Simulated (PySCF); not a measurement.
# C₄H₆Ge: reorganisation energies

Wanted: reorganisation energies for C₄H₆Ge (`C1=[CH][GeH2][CH]=C1`).

Computed with PySCF 2.14.0 and routines of our own; the level stands in each step. Atoms count from 0.

## 1. The starting structure

11 atoms, charge 0, multiplicity 1; geometry from: GFN2-xTB.

## 2. Optimising the geometry at LC-wPBE/def2-SVP

Job settings and geometry (Å):

```
{"job": {"xc": "LC-wPBE", "basis": "def2-SVP", "grid": 1, "kind": "geom"}, "charge": 0, "multiplicity": 1}
C     -1.045938     0.747372    -0.430423
C      0.168010     1.299916    -0.336686
Ge     1.414207    -0.056403     0.305359
C     -0.085557    -1.302733     0.349449
C     -1.182827    -0.657575    -0.059898
H     -1.924455     1.283743    -0.763043
H      0.356452     2.329353    -0.589888
H      2.045219     0.233227     1.635412
H      2.517088    -0.415451    -0.646446
H     -0.098390    -2.339285     0.640608
H     -2.158383    -1.119493    -0.130407
```

Run with:

```
OMP_NUM_THREADS=1 python excited_run.py task.json out
```

The driver reads the jobs from task.json and runs them one after another.

Log:

```text
step   0  E = -2232.22483361  max force = 0.022567
step   1  E = -2232.22696788  max force = 0.005145
step   2  E = -2232.22705451  max force = 0.000852
step   3  E = -2232.22705745  max force = 0.000634
step   4  E = -2232.22706050  max force = 0.000090
optimisation converged
```

It took 34 s on 1 thread of Arm Neoverse V2, shared host; peak memory 0.58 GiB.

The steps of the relaxation:

```
step  energy from step 0 (eV)  largest force component (eV/Å)
   0                   0.0000                          1.1604
   1                  -0.0581                          0.2646
   2                  -0.0604                          0.0438
   3                  -0.0605                          0.0326
   4                  -0.0606                          0.0046
```

Distances of close pairs at the start and the end, largest changes first:

```
  bond  before (Å)  after (Å)  change (Å)
Ge2–H7       1.500      1.529      +0.029
Ge2–H8       1.500      1.529      +0.029
 C0–C4       1.459      1.486      +0.027
C1–Ge2       1.951      1.933      -0.018
Ge2–C3       1.951      1.933      -0.018
 C1–H6       1.077      1.091      +0.015
 C3–H9       1.077      1.091      +0.015
C4–H10       1.082      1.095      +0.013
```

The next job starts from the end point, and lists it.

```
                         at the end point                value
  point group (found at 0.08 Å tolerance)                  C2v
rotational constants (GHz, main isotopes)  6.607, 3.298, 2.262
                        dipole moment (D)                 0.34
```

## 3. Relaxation after adding or removing an electron (C₄H₆Ge+ (doublet)): UKS LC-wPBE/def2-SVP

Job settings and geometry (Å):

```
{"job": {"kind": "ionopt", "ions": [1], "xc": "LC-wPBE", "basis": "def2-SVP", "grid": 1}, "charge": 1, "multiplicity": 2}
C     -0.944748     0.738465    -0.405568
C      0.273557     1.289947    -0.318340
Ge     1.486060    -0.077641     0.309883
C      0.022554    -1.338406     0.371780
C     -1.081429    -0.693230    -0.029937
H     -1.828555     1.293302    -0.737926
H      0.464740     2.333647    -0.574094
H      2.115524     0.220358     1.671505
H      2.589478    -0.444824    -0.683248
H      0.013385    -2.389380     0.665980
H     -2.064162    -1.172720    -0.090983
```

Level: UKS LC-wPBE/def2-SVP geometry optimisation of the ion from the geometry of its parent, gas phase.

Log:

```text
step       E/Eh        max force   <S^2>
  0   -2231.90211082   0.045465   0.7984
  1   -2231.90668854   0.023423   0.8069
  2   -2231.90873550   0.010628   0.8067
  3   -2231.90835425   0.014300   0.8059
  4   -2231.90960412   0.001965   0.8063
  5   -2231.90963728   0.001422   0.8066
  6   -2231.90966465   0.000300   0.8065
  7   -2231.90966546   0.000076   0.8065
optimisation converged
```

It took 1.7 min on 1 thread of Arm Neoverse V2, shared host; peak memory 0.63 GiB.

In short:

```
             quantity    value
geometry moved (RMSD)  0.063 Å
                 ⟨S²⟩    0.806
```

Bonds of the start that changed most:

```
  bond  start (Å)  end (Å)
 C4–C0      1.486    1.415
 C3–C4      1.340    1.392
 C0–C1      1.340    1.392
C1–Ge2      1.933    1.958
Ge2–C3      1.933    1.958
Ge2–H7      1.529    1.514
```

Mulliken spin populations:

```
atom  value (e)
  C0      -0.01
  C1       0.57
 Ge2      -0.07
  C3       0.57
  C4      -0.01
  H5       0.00
  H6      -0.03
  H7       0.00
  H8       0.00
  H9      -0.03
 H10       0.00
```

Orbitals, density, ELF and potential are computed afterwards from the orbital file.

ELF in a plane through or near 9 of the atoms.

Ten even steps from '0' (0.00) to '9' (1.00):
```
0000000000000000000000000000
0000000000000000000000000000
0000000000000000000000000000
0000000000007999500000000000
0000000000029999830000000000
0000005620019999830000000000
0000289998226778631000000000
0000499999677345862100000000
0000159997528769621122100000
0000000146664123276424200000
0000000146664123376423200000
0000159997648769621122100000
0000499999667174863100000000
0000289998226788631000000000
0000005630019999830000000000
0000000000019999830000000000
0000000000006999500000000000
0000000000000000000000000000
0000000000000000000000000000
0000000000000000000000000000
```
The map spans 9.8 Å across and 10.1 Å up, centred on the molecule. Atoms in the plane (x, y in Å): C0 (-1.2, 0.7), C1 (0.1, 1.3), Ge2 (1.5, 0.0), C3 (0.1, -1.3), C4 (-1.2, -0.7), H5 (-2.1, 1.3), H6 (0.1, 2.4), H9 (0.1, -2.4), H10 (-2.1, -1.3).

On the surface of density 0.002 e/bohr³ the electrostatic potential runs, from the 1st to the 99th percentile, from 4.30 to 5.94 V.

The spin density lies nearest to C1, C3 about 35 % each; C0, C4 about 8 % each.

## 4. Relaxation after adding or removing an electron (C₄H₆Ge− (doublet)): UKS LC-wPBE/def2-SVP

Settings changed since step 3:

```diff
@@ -1,2 +1,2 @@
-{"job": {"kind": "ionopt", "ions": [1], "xc": "LC-wPBE", "basis": "def2-SVP", "grid": 1}, "charge": 1, "multiplicity": 2}
+{"job": {"kind": "ionopt", "ions": [-1], "xc": "LC-wPBE", "basis": "def2-SVP", "grid": 1}, "charge": -1, "multiplicity": 2}
 C     -0.944748     0.738465    -0.405568
```

Level: UKS LC-wPBE/def2-SVP geometry optimisation of the ion from the geometry of its parent, gas phase.

Log:

```text
step       E/Eh        max force   <S^2>
  0   -2232.21078796   0.040989   0.7686
  1   -2232.21450889   0.018276   0.7726
  2   -2232.21710692   0.006760   0.7720
  3   -2232.21576467   0.013179   0.7717
  4   -2232.21766036   0.002009   0.7719
  5   -2232.21771396   0.001059   0.7719
  6   -2232.21773550   0.000955   0.7719
  7   -2232.21774838   0.000691   0.7718
  8   -2232.21775221   0.000345   0.7718
optimisation converged
```

Wall time 1.8 min (1 thread of Arm Neoverse V2, shared host); peak memory 0.74 GiB.

From this job:

```
             quantity    value
geometry moved (RMSD)  0.063 Å
                 ⟨S²⟩    0.772
```

Bonds of the start that changed most:

```
  bond  start (Å)  end (Å)
 C4–C0      1.486    1.421
 C0–C1      1.340    1.398
 C3–C4      1.340    1.398
Ge2–H8      1.529    1.575
Ge2–H7      1.529    1.575
C1–Ge2      1.933    1.904
```

## 5. Reorganisation energies: UKS LC-wPBE/def2-SVP

Settings changed since step 4:

```diff
@@ -1,2 +1,2 @@
-{"job": {"kind": "ionopt", "ions": [-1], "xc": "LC-wPBE", "basis": "def2-SVP", "grid": 1}, "charge": -1, "multiplicity": 2}
+{"job": {"kind": "reorg", "ions": [1, -1], "xc": "LC-wPBE", "basis": "def2-SVP", "grid": 1}, "charge": 0, "multiplicity": 1}
 C     -0.944748     0.738465    -0.405568
```

Method: UKS LC-wPBE/def2-SVP four-point reorganisation energy, gas phase.

Log:

```text
final grid: 42968 points
cycle   1  E = -2232.1895104897  dE =  1.680e-01  |g| = 4.484e-01  |ddm| = 3.560e+00
cycle   2  E = -2232.2110742791  dE = -2.156e-02  |g| = 3.819e-01  |ddm| = 5.905e-01
cycle   3  E = -2232.2265635861  dE = -1.549e-02  |g| = 3.442e-02  |ddm| = 2.426e-01
cycle   4  E = -2232.2270095736  dE = -4.460e-04  |g| = 1.146e-02  |ddm| = 8.621e-02
cycle   5  E = -2232.2270541888  dE = -4.462e-05  |g| = 3.197e-03  |ddm| = 1.701e-02
cycle   6  E = -2232.2270592320  dE = -5.043e-06  |g| = 1.489e-03  |ddm| = 6.326e-03
cycle   7  E = -2232.2270603179  dE = -1.086e-06  |g| = 5.276e-04  |ddm| = 2.556e-03
cycle   8  E = -2232.2270604861  dE = -1.682e-07  |g| = 1.154e-04  |ddm| = 1.057e-03
cycle   9  E = -2232.2270604992  dE = -1.307e-08  |g| = 2.426e-05  |ddm| = 3.360e-04
cycle  10  E = -2232.2270604996  dE = -4.557e-10  |g| = 5.647e-06  |ddm| = 6.858e-05
converged SCF energy = -2232.2270604996

hole transfer: vertical 8.9380 eV, relaxation of the ion converged
  adiabatic 8.6368 eV, lambda(ion) 0.3012, lambda(parent) 0.3043, total 0.6055 eV

electron transfer: vertical -0.5830 eV, relaxation of the ion converged
  adiabatic -0.2533 eV, lambda(ion) 0.3298, lambda(parent) 0.3307, total 0.6605 eV
```

Run time: 5.9 s. Hardware: 1 thread of Arm Neoverse V2, shared host; peak memory 0.68 GiB.

## 6. Results

| quantity | value |
| --- | --- |
| point group | C2v |
| rotational constants (main isotopes) | 6.61, 3.30, 2.26 GHz |
| geometry moved (RMSD) (step 3, UKS LC-wPBE/def2-SVP) | 0.063 Å |
| geometry moved (RMSD) (step 4, UKS LC-wPBE/def2-SVP) | 0.063 Å |
| hole reorganisation energy (step 5, UKS LC-wPBE/def2-SVP) | 0.6055 eV |
| electron reorganisation energy (step 5, UKS LC-wPBE/def2-SVP) | 0.6605 eV (the anion is unbound at the neutral's geometry) |

In words: Over 4 steps the energy fell by 0.061 eV; of the close pairs, Ge2–H7 changed most, 1.500 to 1.529 Å. No frequency check was run at this level, so the end point may be a saddle. In step 3 (relaxation after adding or removing an electron), among the bonds C4–C0 changes most, from 1.486 to 1.415 Å. The extra electron is unbound or barely bound here, so the anion's values hang on the basis. In step 4 (relaxation after adding or removing an electron), among the bonds C4–C0 changes most, from 1.486 to 1.421 Å. Steps that list no spin-orbit terms leave them out, which matters at and beside the heavy atoms.
